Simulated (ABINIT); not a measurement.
# WAu (F-43m) in ABINIT: single point with LDA

Aim: the single point of WAu with LDA.

Program: ABINIT 10.8.3 (patched build). These are calculated values, not measurements. Logs are shortened: lines on timing, memory, paths and dates and some standing lists are left out, and cuts for length are marked. The log counts tension as positive stress, the text compression.

### Step 1. The structure

Symmetry: F-43m, No. 216, cubic system. Conventional cell: a = 5.496 Å, b = 5.496 Å, c = 5.496 Å, α = 90.00°, β = 90.00°, γ = 90.00°. Around W (site symmetry -43m) lie 4 Au at 2.38 Å. Around Au (site symmetry -43m) lie 4 W at 2.38 Å.

The cell was built by a generator and needn't be a form met in nature.

### Step 2. Single point, LDA, spin-orbit coupling, no magnetisation

Input file run.abi:

```
pp_dirpath "./"
pseudos "W.hgh, Au.hgh"

acell 7.3439094854 7.3439094854 7.3439094854
rprim
     0.0000000000     0.7071067812     0.7071067812
     0.7071067812     0.0000000000     0.7071067812
     0.7071067812     0.7071067812     0.0000000000
ntypat 2
znucl 74 79
natom 2
typat 1 2
xred
     0.0000000000     0.0000000000     0.0000000000
     0.7500000000     0.7500000000     0.7500000000

ecut 18.0

kptopt 1
ngkpt 6 6 6
nshiftk 1
shiftk 0.0 0.0 0.0

ixc 7

nband 16
occopt 3
tsmear 0.05 eV

nspinor 2
nspden 1
so_psp 2*1

nstep 100
tolvrs 1.0e-10

iomode 3
prtwf 0
prtden 0
prteig 0
prtebands 0
enunit 1
```

Potentials or basis: HGH LDA.

Command:

```
> abinit run.abi > log 2>&1
```

run.abo:

```text
.Version 10.8.3 of ABINIT
 Symmetries : space group F-4 3 m (#216); Bravais cF (face-center cubic)
================================================================================
 Values of the parameters that define the memory need of the present run
     intxc =       0    ionmov =       0      iscf =       7    lmnmax =      10
     lnmax =      10     mgfft =      30  mpssoang =       5    mqgrid =    3001
     natom =       2  nloc_mem =       1    nspden =       1   nspinor =       2
    nsppol =       1      nsym =      24    n1xccc =       0    ntypat =       2
    occopt =       3   xclevel =       1
       mpw =        1034          nfft =       27000          nkpt =          16
================================================================================
================================================================================

--------------------------------------------------------------------------------
------------- Echo of variables that govern the present computation ------------
--------------------------------------------------------------------------------
 -outvars: echo values of preprocessed input variables --------
            acell      7.3439094854E+00  7.3439094854E+00  7.3439094854E+00 Bohr
              amu      1.83850000E+02  1.96966540E+02
             ecut      1.80000000E+01 Hartree
           enunit           1
              ixc           7
         kptrlatt        6    0    0      0    6    0      0    0    6
          kptrlen      4.40634569E+01
            natom           2
            nband          16
            ngfft          30      30      30
             nkpt          16
          nspinor           2
            nstep         100
             nsym          24
           ntypat           2
           occopt           3
           prtden           0
        prtebands           0
           prteig           0
            prtwf           0
            rprim      0.0000000000E+00  7.0710678120E-01  7.0710678120E-01
                       7.0710678120E-01  0.0000000000E+00  7.0710678120E-01
                       7.0710678120E-01  7.0710678120E-01  0.0000000000E+00
          spgroup         216
           tolvrs      1.00000000E-10
           tsmear      1.83746611E-03 Hartree
            typat      1  2
           xangst      0.0000000000E+00  0.0000000000E+00  0.0000000000E+00
                       4.1219688873E+00  4.1219688873E+00  4.1219688873E+00
            xcart      0.0000000000E+00  0.0000000000E+00  0.0000000000E+00
                       7.7893922965E+00  7.7893922965E+00  7.7893922965E+00
             xred      0.0000000000E+00  0.0000000000E+00  0.0000000000E+00
                       7.5000000000E-01  7.5000000000E-01  7.5000000000E-01
            znucl       74.00000   79.00000

================================================================================

 chkinp: Checking input parameters for consistency.

[... 99 lines left out ...]
...

 Integrated electronic density in atomic spheres:
 ------------------------------------------------
 Atom  Sphere_radius  Integrated_density
    1        2.00000          2.27606622
    2        2.00000          0.59089701
================================================================================

 ----iterations are completed or convergence reached----

 Mean square residual over all n,k,spin=   29.334E-08; max=  36.235E-06
 reduced coordinates (array xred) for    2 atoms
       0.000000000000      0.000000000000      0.000000000000
       0.750000000000      0.750000000000      0.750000000000
 rms dE/dt=  0.0000E+00; max dE/dt=  0.0000E+00; dE/dt below (all hartree)
    1       0.000000000000      0.000000000000      0.000000000000
    2       0.000000000000      0.000000000000      0.000000000000

 cartesian coordinates (angstrom) at end:
    1      0.00000000000000     0.00000000000000     0.00000000000000
    2      4.12196888727787     4.12196888727787     4.12196888727787

 cartesian forces (hartree/bohr) at end:
    1     -0.00000000000000    -0.00000000000000    -0.00000000000000
    2     -0.00000000000000    -0.00000000000000    -0.00000000000000
 frms,max,avg= 0.0000000E+00 0.0000000E+00   0.000E+00  0.000E+00  0.000E+00 h/b

 cartesian forces (eV/Angstrom) at end:
    1     -0.00000000000000    -0.00000000000000    -0.00000000000000
    2     -0.00000000000000    -0.00000000000000    -0.00000000000000
 frms,max,avg= 0.0000000E+00 0.0000000E+00   0.000E+00  0.000E+00  0.000E+00 e/A
 length scales=  7.343909485400  7.343909485400  7.343909485400 bohr
              =  3.886229535972  3.886229535972  3.886229535972 angstroms
 Fermi (or HOMO) energy (eV) =   1.94834   Average Vxc (eV)=  -8.75640
 Eigenvalues (   eV  ) for nkpt=  16  k points:
 kpt#   1, nband= 16, wtk=  0.00463, kpt=  0.0000  0.0000  0.0000 (reduced coord)
  -6.48015   -6.48015    1.08677    1.08677    1.08677    1.08677    1.56534    1.56534
   2.76036    2.76036    2.76036    2.76036   11.31580   11.31580   11.51226   11.51226
 prteigrs : prtvol=0 or 1, do not print more k-points.

--- !EnergyTerms
iteration_state     : {dtset: 1, }
comment             : Components of total free energy in Hartree
kinetic             :  6.30429715649815E+00
hartree             :  5.12287498560970E-01
xc                  : -2.00312728564659E+00
Ewald energy        : -8.63015631834807E+00
psp_core            :  3.84256559984971E-01
local_psp           : -1.59230674486702E+00
non_local_psp       : -3.26514863822830E+00
internal            : -8.28989777204588E+00
'-kT*entropy'       : -9.34293360492923E-04
total_energy        : -8.29083206540638E+00
total_energy_eV     : -2.25605033632337E+02
band_energy         : -1.40947410764237E-01
...

 Cartesian components of stress tensor (hartree/bohr^3)
  sigma(1 1)=  9.22970448E-04  sigma(3 2)=  0.00000000E+00
  sigma(2 2)=  9.22970448E-04  sigma(3 1)=  0.00000000E+00
  sigma(3 3)=  9.22970448E-04  sigma(2 1)=  0.00000000E+00

-Cartesian components of stress tensor (GPa)         [Pressure= -2.7155E+01 GPa]
- sigma(1 1)=  2.71547281E+01  sigma(3 2)=  0.00000000E+00
- sigma(2 2)=  2.71547281E+01  sigma(3 1)=  0.00000000E+00
- sigma(3 3)=  2.71547281E+01  sigma(2 1)=  0.00000000E+00

== END DATASET(S) ==============================================================
================================================================================

 -outvars: echo values of variables after computation  --------
            acell      7.3439094854E+00  7.3439094854E+00  7.3439094854E+00 Bohr
           etotal     -8.2908320654E+00
            fcart     -0.0000000000E+00 -0.0000000000E+00 -0.0000000000E+00
                      -0.0000000000E+00 -0.0000000000E+00 -0.0000000000E+00
            rprim      0.0000000000E+00  7.0710678120E-01  7.0710678120E-01
                       7.0710678120E-01  0.0000000000E+00  7.0710678120E-01
                       7.0710678120E-01  7.0710678120E-01  0.0000000000E+00
           strten      9.2297044754E-04  9.2297044754E-04  9.2297044754E-04
                       0.0000000000E+00  0.0000000000E+00  0.0000000000E+00
           xangst      0.0000000000E+00  0.0000000000E+00  0.0000000000E+00
                       4.1219688873E+00  4.1219688873E+00  4.1219688873E+00
             xred      0.0000000000E+00  0.0000000000E+00  0.0000000000E+00
                       7.5000000000E-01  7.5000000000E-01  7.5000000000E-01
 Calculation completed.
```

Run time: 12 s. Hardware: 1 thread of Intel Xeon Platinum 8488C (Sapphire Rapids), shared host; peak memory 0.07 GiB.

What came out:

```
Free energy                                           : -225.6050 eV
Pressure                                              : -27.2 GPa
Band gap on the k mesh                                : none (metal or under the smearing width)
Valence electrons inside the program's atomic spheres : W 2.28; Au 0.59
```

Caveat: so large a pressure means that the cell lies far from this level's equilibrium, or that cutoff or potentials fall short; HGH potentials are hard and often keep d shells in the core, so these values are rough.
